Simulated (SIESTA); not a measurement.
The system is GePd.

```
Pd Ge
1.0
     5.78200    0.00000    0.00000
     0.00000    3.48100    0.00000
     0.00000    0.00000    6.25900
Pd Ge
4 4
Direct
  0.49500 0.75000 0.33400
  0.50500 0.25000 0.66600
  0.00500 0.25000 0.83400
  0.99500 0.75000 0.16600
  0.31000 0.75000 0.92500
  0.69000 0.25000 0.07500
  0.19000 0.25000 0.42500
  0.81000 0.75000 0.57500
```

* Program: SIESTA 5.4.2
* Task: single point
* Functional: PBEsol
* Potentials or basis: PseudoDojo 0.4 standard (PBEsol files)
* Basis: DZP (energy shift 0.003 Ry; two zetas on semicore shells)
* Grid cutoff: 800 Ry
* Energy shift: 0.003 Ry
* k mesh: 5 × 8 × 5
* Occupations: fermi-dirac, width 0.05 eV
* Spin: no spin polarisation

On this cell: pressure 6.1 GPa; largest force 2.416 eV/Å; band gap on the k mesh none (metal or under the smearing width).

The same run follows on a disturbed copy (atoms moved at random, drawn with an rms of 0.05 Å):

```
Pd Ge
1.0
     5.78200    0.00000    0.00000
     0.00000    3.48100    0.00000
     0.00000    0.00000    6.25900
Pd Ge
4 4
Direct
  0.49497 0.75189 0.33975
  0.49625 0.24828 0.67116
  0.00809 0.24419 0.83359
  0.99487 0.74031 0.17310
  0.31533 0.74163 0.92312
  0.68360 0.25792 0.07454
  0.18668 0.24758 0.42555
  0.80942 0.73833 0.57257
```

Problem. What does the disturbed cell give?

Solution. The energy (extrapolated to zero smearing) moves by -15.4 meV/atom; pressure 5.4 GPa; largest force 2.698 eV/Å; band gap on the k mesh none (metal or under the smearing width).

Forces in eV/Å, atoms in the order of the input:
```
Pd  -0.555 -0.037 -2.640
Pd   0.675 -0.084  2.123
Pd  -0.087 -0.114 -1.886
Pd  -0.082  0.256  1.607
Ge   0.631  0.117 -0.074
Ge  -0.787 -0.223  0.470
Ge  -1.255 -0.032 -0.572
Ge   1.460  0.118  0.971
```

Stress tensor (GPa, compression positive):
```
7.28 0.05 1.21
0.05 2.84 0.30
1.21 0.30 5.98
```

Caveats: the basis of atomic orbitals isn't converged, which shifts pressures, moduli and gaps; forces of over 1 eV/Å show positions far from the minimum, so gaps and moduli don't describe the material at rest (some runs).
